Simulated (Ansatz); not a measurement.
# HoSbTe3: the cost of one run

Program: Ansatz 0.2.0. Level of theory: DFT PBE, scalar-relativistic, plane waves, PAW; 4f electrons in the core of a trivalent norm-conserving potential. These are calculated values, not measurements.

1 further run of the same task is left out (it didn't finish).

### Step 1. The structure to begin with

Symmetry: P-62m, No. 189, hexagonal system. Conventional cell: a = 5.187 Å, b = 5.187 Å, c = 7.944 Å, α = 90.00°, β = 90.00°, γ = 120.00°. Ho (site symmetry -62m) is surrounded by 2 Sb at 3.97 Å. Sb (site symmetry -62m) has 6 Te at 2.29 to 2.90 Å in its first shell of neighbours. Te (site symmetry m2m) is surrounded by 2 Sb at 2.29 to 2.90 Å and 4 Te at 2.65 Å.

Coordinates:

```
CELL_PARAMETERS angstrom
5.18660 0.00000 0.00000
-2.59330 4.49173 0.00000
0.00000 0.00000 7.94425
ATOMIC_POSITIONS crystal
Ho 0.00000 0.00000 0.50000
Sb 0.00000 0.00000 0.00000
Te 0.55889 0.00000 0.00000
Te 0.00000 0.55889 0.00000
Te 0.44111 0.44111 0.00000
```

The cell is invented: random cell by space group and Wyckoff sites (P-62m, No. 189). The dimensions are guesses.

### Step 2. The guess as it stands, on a coarse mesh

The input, input.yaml:

```yaml
crystal:
  lattice:
    - [5.18660309, 0.0, 0.0]
    - [-2.59330155, 4.49173004, 0.0]
    - [0.0, 0.0, 7.94425273]
  atoms:
    - { symbol: Ho, position: [0.0, 0.0, 0.5] }
    - { symbol: Sb, position: [0.0, 0.0, 0.0] }
    - { symbol: Te, position: [0.55889453, 0.0, 0.0] }
    - { symbol: Te, position: [0.0, 0.55889453, 0.0] }
    - { symbol: Te, position: [0.44110547, 0.44110547, 0.0] }
basis:
  ecutwfc: 690
kpoints:
  mp_grid: { grid: [6, 6, 2] }
hamiltonian:
  xc: pbe
  pseudopotentials:
    kind: paw
    azcp: { Ho: "pseudopotentials/pbe/nc/lanthanide_3plus/Ho.nc.azcp" }
scf:
  occupations: { method: gaussian, width: 0.1 }
  lower_state_search: "off"
output:
  forces: true
  stress: true
  eigenvalues: true
```

Launch:

```console
$ ansatz run input.yaml --threads 1 --pin off --max-ram 2560MiB --backend cpu --events-out ev --progress --plain --runs-dir out
```

What time and memory should one allow on 1 thread of Intel Xeon at 2.50GHz (Skylake/Cascade Lake), shared host?

About 49 s, with a peak of 0.59 GiB.
